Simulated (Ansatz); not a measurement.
**CH3Cl3NNb: a ladder of functionals and wavefunction methods**

One table from this session's results is given with a row withheld; the runs are named, their logs left out.

Method: functionals in def2-TZVPP, the program's frozen cores in correlated methods; program: Ansatz 0.2.0, Gaussian basis.

The runs, in order: LDA (SPW92), PBE-D4, revPBE-D4, BLYP-D4, r2SCAN-D4, B97M-V, PBE0-D4, B3LYP-D4, r2SCANh-D4, r2SCAN0-D4, HSE06-D4, BHLYP-D4, CAM-B3LYP-D4, LC-ωPBE, ωB97X-V, ωB97M-V, B2PLYP, PBE-QIDH; CCSD(T)/def2-SVP; CCSD(T)/def2-TZVPP; MP2/def2-QZVPP; extrapolation to the limit; RPA on PBE.

### The relaxed structure

All runs share one geometry, relaxed beforehand with PBE0-D4 in a triple-zeta def2 set. Nb takes the def2 core potential; no spin-orbit term is included.

SMILES `C[N]=[Nb]([Cl])([Cl])[Cl]`, 9 atoms, charge 0, spin multiplicity 1.

Atoms are counted from 1 here; the program's logs count them from 0.

Bond lengths: C1–N2 1.418 Å, C1–H7 1.094 Å, C1–H8 1.094 Å, C1–H9 1.094 Å, N2–Nb3 1.723 Å, Nb3–Cl4 2.290 Å, Nb3–Cl5 2.290 Å, Nb3–Cl6 2.290 Å. Angles: N2–C1–H7 110.3°, N2–C1–H8 110.3°, N2–C1–H9 110.3°, H7–C1–H8 108.6°, H7–C1–H9 108.6°, H8–C1–H9 108.6°, C1–N2–Nb3 179.9°, N2–Nb3–Cl4 106.1°, N2–Nb3–Cl5 106.2°, N2–Nb3–Cl6 106.1°, Cl4–Nb3–Cl5 112.6°, Cl4–Nb3–Cl6 112.6°, Cl5–Nb3–Cl6 112.6°.

The first run:

Contents of in.yaml:

```yaml
crystal:
  periodic: [false, false, false]
  atoms:
    - {symbol: C, position_ang: [0.244830, -1.319123, 0.949229]}
    - {symbol: N, position_ang: [0.043488, -0.182693, 0.125748]}
    - {symbol: Nb, position_ang: [-0.204839, 1.198836, -0.873688]}
    - {symbol: Cl, position_ang: [-1.944689, 0.672362, -2.266015]}
    - {symbol: Cl, position_ang: [1.758353, 1.528772, -2.005119]}
    - {symbol: Cl, position_ang: [-0.704905, 2.927048, 0.542658]}
    - {symbol: H, position_ang: [-0.653441, -1.525005, 1.538892]}
    - {symbol: H, position_ang: [0.469106, -2.197517, 0.336769]}
    - {symbol: H, position_ang: [1.080597, -1.148877, 1.634425]}
basis:
  gaussian: {orbitals: def2-TZVPP}
hamiltonian: {xc: lda}
output: {orbitals: {seedname: orbitals}}
```

Started as:

```sh
ansatz run in.yaml --threads 4 --pin off --events-out ev --progress --plain --max-ram 11315MiB
```

Steps of the session up to this table: LDA; PBE-D4 (GGA); revPBE-D4 (GGA); BLYP-D4 (GGA); r2SCAN-D4 (meta-GGA); B97M-V (meta-GGA); PBE0-D4 (hybrid); B3LYP-D4 (hybrid); r2SCANh-D4 (hybrid); r2SCAN0-D4 (hybrid); HSE06-D4 (hybrid); BHLYP-D4 (hybrid); CAM-B3LYP-D4 (range-separated); LC-ωPBE (range-separated); ωB97X-V (range-separated); ωB97M-V (range-separated); B2PLYP (double hybrid); PBE-QIDH (double hybrid).

One of the session's tables, all rows but one given; the rest of the session is left out.

It belongs to the step «Orbital energies across the functionals». 

| functional | HOMO (eV) | LUMO (eV) | gap (eV) |
| --- | --- | --- | --- |
| LDA (SPW92) | -7.06 | -3.48 | 3.58 |
| PBE-D4 | -6.92 | -3.27 | 3.65 |
| revPBE-D4 | -6.86 | -3.19 | 3.67 |
| BLYP-D4 | -6.76 | -3.14 | 3.61 |
| r2SCAN-D4 | -7.21 | -3.22 | 3.99 |
| B97M-V | -7.26 | -3.20 | 4.06 |
| PBE0-D4 | -8.23 | -2.53 | 5.70 |
| B3LYP-D4 | -7.98 | -2.73 | 5.25 |
| r2SCANh-D4 | ? | ? | ? |
| r2SCAN0-D4 | -8.43 | -2.49 | 5.93 |
| HSE06-D4 | -7.83 | -2.90 | 4.93 |
| BHLYP-D4 | -9.40 | -1.61 | 7.79 |
| CAM-B3LYP-D4 | -9.56 | -1.48 | 8.08 |
| LC-ωPBE | -10.94 | -0.40 | 10.54 |
| ωB97X-V | -10.57 | -0.46 | 10.11 |
| ωB97M-V | -10.44 | -0.48 | 9.96 |

Q: Estimate the row for r2SCANh-D4 from the others.

Worked estimate for «HOMO (eV)». Against the share of exact exchange, r2SCAN-D4 (0, -7.21), r2SCAN0-D4 (0.25, -8.43) give a slope of -4.88 per unit share; at 0.1 the line stands at -7.70.

The run gave: HOMO (eV): -7.70; LUMO (eV): -2.94; gap (eV): 4.76. In «HOMO (eV)» the line misses by 0.00.
